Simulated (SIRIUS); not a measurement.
# Si7Sn (Im-3m) in SIRIUS: reference runs

Reference runs on Si7Sn: the cell as given.

All numbers are computed with SIRIUS 7.10.0; they aren't measurements. Logs are shortened: lines on timing, memory, paths and dates and some standing lists are left out, and cuts for length are marked. The log counts tension as positive stress, the text compression.

### Step 1. Starting point

The structure is cubic, space group Im-3m (No. 229). Conventional cell: a = 6.422 Å, b = 6.422 Å, c = 6.422 Å, α = 90.00°, β = 90.00°, γ = 90.00°. Around Si (site symmetry 4/mmm) lie 8 Si at 2.78 Å. Si (site symmetry -3m) has 6 Si at 2.78 Å and 2 Sn at 2.78 Å as nearest neighbours. Sn (site symmetry m-3m) has 8 Si at 2.78 Å as nearest neighbours.

The cell was built by a generator and needn't be a form met in nature.

### Step 2. Single point, PBE

Contents of sirius.json:

```json
{
  "control": {
    "processing_unit": "cpu",
    "verbosity": 2,
    "num_bands_to_print": 31,
    "print_forces": true,
    "print_stress": true
  },
  "parameters": {
    "electronic_structure_method": "pseudopotential",
    "xc_functionals": ["XC_GGA_X_PBE", "XC_GGA_C_PBE"],
    "gk_cutoff": 8.5,
    "pw_cutoff": 17.0,
    "ngridk": [6, 6, 6],
    "shiftk": [0, 0, 0],
    "smearing": "fermi_dirac",
    "smearing_width": 0.0018374661,
    "num_bands": 31,
    "num_mag_dims": 0,
    "num_dft_iter": 100,
    "energy_tol": 1e-08,
    "density_tol": 1e-06
  },
  "iterative_solver": {
    "type": "davidson",
    "min_tolerance": 1e-09,
    "tolerance_scale": [0.1, 0.25]
  },
  "mixer": {
    "type": "anderson",
    "beta": 0.7,
    "max_history": 8
  },
  "settings": {
    "tol_ne": 1e-10,
    "pseudo_grid_cutoff": 6.5
  },
  "unit_cell": {
    "lattice_vectors": [
      [-6.068345223182, 6.068345223182, 6.068345223182],
      [6.068345223182, -6.068345223182, 6.068345223182],
      [6.068345223182, 6.068345223182, -6.068345223182]
    ],
    "atom_coordinate_units": "lattice",
    "atom_types": ["Si", "Sn"],
    "atom_files": {
      "Si": "Si.json",
      "Sn": "Sn.json"
    },
    "atoms": {
      "Si": [
        [0.0, 0.5, 0.5],
        [0.5, 0.5, 0.0],
        [0.5, 0.0, 0.5],
        [0.0, 0.0, 0.5],
        [0.0, 0.5, 0.0],
        [0.5, 0.0, 0.0],
        [0.5, 0.5, 0.5]
      ],
      "Sn": [
        [0.0, 0.0, 0.0]
      ]
    }
  }
}
```

Potentials or basis: PseudoDojo 0.4.1 PBE standard (scalar relativistic).

Command:

```bash
$ upf_to_json Si.upf
$ upf_to_json Sn.upf
$ OMP_NUM_THREADS=1 sirius.scf --input=sirius.json --output=out.json --task=0
```

Standard output:

```text
[info] SIRIUS version : 7.10.0
[info] number of MPI ranks           : 1
[info] MPI grid                      : 1 1
[info] maximum number of OMP threads : 1
[fft] FFT context for density and potential
[fft] =====================================
[fft]   comm size                             : 1
[fft]   plane wave cutoff                     : 17
[fft]   grid size                             : 60 60 60   total : 216000
[fft]   grid limits                           : -29 30   -29 30   -29 30
[fft]   number of G-vectors within the cutoff : 37207
[fft]   local number of G-vectors             : 37207
[fft]   number of G-shells                    : 1823
[fft] FFT context for coarse grid
[fft] =====================================
[fft]   comm size                             : 1
[fft]   plane wave cutoff                     : 17
[fft]   grid size                             : 60 60 60   total : 216000
[fft]   grid limits                           : -29 30   -29 30   -29 30
[fft]   number of G-vectors within the cutoff : 37207
[fft]   local number of G-vectors             : 37207
[fft]   number of G-shells                    : 1823
[unit cell] lattice vectors
[unit cell]   a1 :      -6.0683452232      6.0683452232      6.0683452232
[unit cell]   a2 :       6.0683452232     -6.0683452232      6.0683452232
[unit cell]   a3 :       6.0683452232      6.0683452232     -6.0683452232
[unit cell] reciprocal lattice vectors
[unit cell]   b1 :       0.0000000000      0.5177017025      0.5177017025
[unit cell]   b2 :       0.5177017025      0.0000000000      0.5177017025
[unit cell]   b3 :       0.5177017025      0.5177017025      0.0000000000
[unit cell] unit cell volume :       893.86273040 [a.u.^3]
[unit cell] 1/sqrt(omega)    :         0.03344757
[unit cell] MT volume        :         0.00000000 ( 0.00%)
[unit cell] IT volume        :       893.86273040 (100.00%)
[unit cell] number of atom types : 2
[unit cell] type id : 0 symbol : Si mt_radius :  15.090000 num_atoms : 7
[unit cell] type id : 1 symbol : Sn mt_radius :  16.270000 num_atoms : 1
[unit cell] total number of atoms : 8
[unit cell] number of symmetry classes : 3
[unit cell] number of PAW atoms : 0
[unit cell] atom id  type id  class id             position                      vector_field
[unit cell] ------------------------------------------------------------------------------------------
[unit cell]      0        0        0      0.00000   0.50000   0.50000      0.00000   0.00000   0.00000
[unit cell]      1        0        0      0.50000   0.50000   0.00000      0.00000   0.00000   0.00000
[unit cell]      2        0        0      0.50000   0.00000   0.50000      0.00000   0.00000   0.00000
[unit cell]      3        0        1      0.00000   0.00000   0.50000      0.00000   0.00000   0.00000
[unit cell]      4        0        1      0.00000   0.50000   0.00000      0.00000   0.00000   0.00000
[unit cell]      5        0        1      0.50000   0.00000   0.00000      0.00000   0.00000   0.00000
[unit cell]      6        0        1      0.50000   0.50000   0.50000      0.00000   0.00000   0.00000
[unit cell]      7        1        2      0.00000   0.00000   0.00000      0.00000   0.00000   0.00000
[unit cell] atom id         position (Cartesian, a.u.)
[unit cell] ---------------------------------------------
[unit cell]      0       6.068345    0.000000    0.000000
[unit cell]      1       0.000000    0.000000    6.068345
[unit cell]      2       0.000000    6.068345    0.000000
[unit cell]      3       3.034173    3.034173   -3.034173
[unit cell]      4       3.034173   -3.034173    3.034173
[unit cell]      5      -3.034173    3.034173    3.034173
[unit cell]      6       3.034173    3.034173    3.034173
[unit cell]      7       0.000000    0.000000    0.000000
[unit cell] class id : 0 atom id : 0 1 2
[unit cell] class id : 1 atom id : 3 4 5 6
[unit cell] class id : 2 atom id : 7
[unit cell] minimum bond length:     5.255341
[unit cell] total number of pseudo wave-functions: 37
[sym] space group number   : 229
[sym] international symbol : Im-3m
[sym] Hall symbol          : -I 4 2 3
[sym] space group transformation matrix :
[sym]  -0.5000  0.5000  0.5000
[... 307 lines left out ...]
[find] <rho|E^{XC}>                   :     -32.84848029
[find] <mag|B^{XC}>                   :       0.00000000
[find] <rho|V^{H}>                    :      47.50757870
[find] one-electron contribution      :     -21.79075589 (Ha),     -43.58151179 (Ry)
[find] hartree contribution           :      23.75378935
[find] xc contribution                :     -32.84848029
[find] ewald contribution             :     -77.36229528
[find] PAW contribution               :       0.00000000
[find] smearing (-TS)                 :      -0.00066167
[find] SCF correction                 :       0.00001214
[find] Total energy                   :    -108.24772997 (Ha),    -216.49545994 (Ry)
[find] Free energy (E-TS)             :    -108.24839164 (Ha),    -216.49678328 (Ry)
[find] band gap (eV)                  :       0.00000000
[find] Efermi                         :       0.37650730
[find] iteration : 10, RMS : 1.717404782331e-07, energy difference : 1.027729013003e-09
[find] Hartree energy of density residual : 6.052650493486e-11
[find] bands are converged : true
[find] iterative solver converged : true
[find] converged after 11 SCF iterations!
[find] Charges and magnetic moments
[find] --------------------------------------------------------------------------------
[find] total charge          : 42.000000
[find] Energy
[find] --------------------------------------------------------------------------------
[find] valence_eval_sum               :       1.81227686
[find] <rho|V^{XC}>                   :     -23.90454594
[find] <rho|E^{XC}>                   :     -32.84848029
[find] <mag|B^{XC}>                   :       0.00000000
[find] <rho|V^{H}>                    :      47.50757870
[find] one-electron contribution      :     -21.79075589 (Ha),     -43.58151179 (Ry)
[find] hartree contribution           :      23.75378935
[find] xc contribution                :     -32.84848029
[find] ewald contribution             :     -77.36229528
[find] PAW contribution               :       0.00000000
[find] smearing (-TS)                 :      -0.00066167
[find] SCF correction                 :       0.00001214
[find] Total energy                   :    -108.24772997 (Ha),    -216.49545994 (Ry)
[find] Free energy (E-TS)             :    -108.24839164 (Ha),    -216.49678328 (Ry)
[find] band gap (eV)                  :       0.00000000
[find] Efermi                         :       0.37650730
[ground_state] === stress tensor components [kbar] ===
[ground_state] === stress_kin ===
[ground_state] -12638.221507    0.000000   -0.000000
[ground_state]     0.000000-12638.221507   -0.000000
[ground_state]    -0.000000   -0.000000-12638.221507
[ground_state] === stress_har ===
[ground_state] -2606.144081    0.000000   -0.000000
[ground_state]     0.000000-2606.144081   -0.000000
[ground_state]    -0.000000   -0.000000-2606.144081
[ground_state] === stress_ewald ===
[ground_state]  8487.794723   -0.000000    0.000000
[ground_state]    -0.000000 8487.794723    0.000000
[ground_state]     0.000000    0.000000 8487.794723
[ground_state] === stress_vloc ===
[ground_state]   183.622044   -0.000000    0.000000
[ground_state]    -0.000000  183.622044    0.000000
[ground_state]     0.000000    0.000000  183.622044
[ground_state] === stress_xc ===
[ground_state] -2860.792603    0.000000   -0.000000
[ground_state]     0.000000-2860.792603   -0.000000
[ground_state]    -0.000000   -0.000000-2860.792603
[ground_state] === stress_core ===
[ground_state]  5338.529883   -0.000000    0.000000
[ground_state]    -0.000000 5338.529883    0.000000
[ground_state]     0.000000    0.000000 5338.529883
[ground_state] === stress_nonloc ===
[ground_state]  4087.649219   -0.000000    0.000000
[ground_state]    -0.000000 4087.649219    0.000000
[ground_state]     0.000000    0.000000 4087.649219
[ground_state] === stress_us_nl ===
[ground_state]  4087.649219   -0.000000    0.000000
[ground_state]    -0.000000 4087.649219    0.000000
[ground_state]     0.000000    0.000000 4087.649219
[ground_state] === stress_total ===
[ground_state]    -7.562321   -0.000000   -0.000000
[ground_state]    -0.000000   -7.562321    0.000000
[ground_state]    -0.000000    0.000000   -7.562321
[ground_state] ==== total Forces in Ha/bohr =====
[ground_state] atom:    0, force:       0.0000000      0.0000000      0.0000000
[ground_state] atom:    1, force:       0.0000000      0.0000000      0.0000000
[ground_state] atom:    2, force:       0.0000000      0.0000000      0.0000000
[ground_state] atom:    3, force:       0.0000000      0.0000000      0.0000000
[ground_state] atom:    4, force:       0.0000000      0.0000000      0.0000000
[ground_state] atom:    5, force:       0.0000000      0.0000000      0.0000000
[ground_state] atom:    6, force:       0.0000000      0.0000000      0.0000000
[ground_state] atom:    7, force:       0.0000000      0.0000000      0.0000000
[ground_state] ==== ultrasoft contribution from Qij =====
[ground_state] atom:    0, force:       0.0000000      0.0000000      0.0000000
[ground_state] atom:    1, force:       0.0000000      0.0000000      0.0000000
[ground_state] atom:    2, force:       0.0000000      0.0000000      0.0000000
[ground_state] atom:    3, force:       0.0000000      0.0000000      0.0000000
[ground_state] atom:    4, force:       0.0000000      0.0000000      0.0000000
[ground_state] atom:    5, force:       0.0000000      0.0000000      0.0000000
[ground_state] atom:    6, force:       0.0000000      0.0000000      0.0000000
[ground_state] atom:    7, force:       0.0000000      0.0000000      0.0000000
[ground_state] ==== non-local contribution from Beta-projector =====
[ground_state] atom:    0, force:       0.0000000      0.0000000      0.0000000
[ground_state] atom:    1, force:       0.0000000      0.0000000      0.0000000
[ground_state] atom:    2, force:       0.0000000      0.0000000      0.0000000
[ground_state] atom:    3, force:       0.0000000      0.0000000      0.0000000
[ground_state] atom:    4, force:       0.0000000      0.0000000      0.0000000
[ground_state] atom:    5, force:       0.0000000      0.0000000      0.0000000
[ground_state] atom:    6, force:       0.0000000      0.0000000      0.0000000
[ground_state] atom:    7, force:       0.0000000      0.0000000      0.0000000
[ground_state] ==== contribution from local potential =====
[ground_state] atom:    0, force:       0.0000000      0.0000000      0.0000000
[ground_state] atom:    1, force:       0.0000000      0.0000000      0.0000000
[ground_state] atom:    2, force:       0.0000000      0.0000000      0.0000000
[ground_state] atom:    3, force:       0.0000000      0.0000000      0.0000000
[ground_state] atom:    4, force:       0.0000000      0.0000000      0.0000000
[ground_state] atom:    5, force:       0.0000000      0.0000000      0.0000000
[ground_state] atom:    6, force:       0.0000000      0.0000000      0.0000000
[ground_state] atom:    7, force:       0.0000000      0.0000000      0.0000000
[ground_state] ==== contribution from core density =====
[ground_state] atom:    0, force:       0.0000000      0.0000000      0.0000000
[ground_state] atom:    1, force:       0.0000000      0.0000000      0.0000000
[ground_state] atom:    2, force:       0.0000000      0.0000000      0.0000000
[ground_state] atom:    3, force:       0.0000000      0.0000000      0.0000000
[ground_state] atom:    4, force:       0.0000000      0.0000000      0.0000000
[ground_state] atom:    5, force:       0.0000000      0.0000000      0.0000000
[ground_state] atom:    6, force:       0.0000000      0.0000000      0.0000000
[ground_state] atom:    7, force:       0.0000000      0.0000000      0.0000000
[ground_state] ==== Ewald forces from ions =====
[ground_state] atom:    0, force:       0.0000000      0.0000000      0.0000000
[ground_state] atom:    1, force:       0.0000000      0.0000000      0.0000000
[ground_state] atom:    2, force:       0.0000000      0.0000000      0.0000000
[ground_state] atom:    3, force:       0.0000000      0.0000000      0.0000000
[ground_state] atom:    4, force:       0.0000000      0.0000000      0.0000000
[ground_state] atom:    5, force:       0.0000000      0.0000000      0.0000000
[ground_state] atom:    6, force:       0.0000000      0.0000000      0.0000000
[ground_state] atom:    7, force:       0.0000000      0.0000000      0.0000000
[~DFT_ground_state] local op. applied: 14019
[~DFT_ground_state] evp. work count: 1814.45
[~DFT_ground_state] number of iterative solver steps: 819
```

Run time: 2.5 min. Hardware: 1 thread of Arm Neoverse V2, shared host; peak memory 0.81 GiB.

What came out:

```yaml
Free_energy: -2945.5888 eV
Pressure: 0.8 GPa
Band_gap_on_the_k_mesh: none (metal or under the smearing width)
```
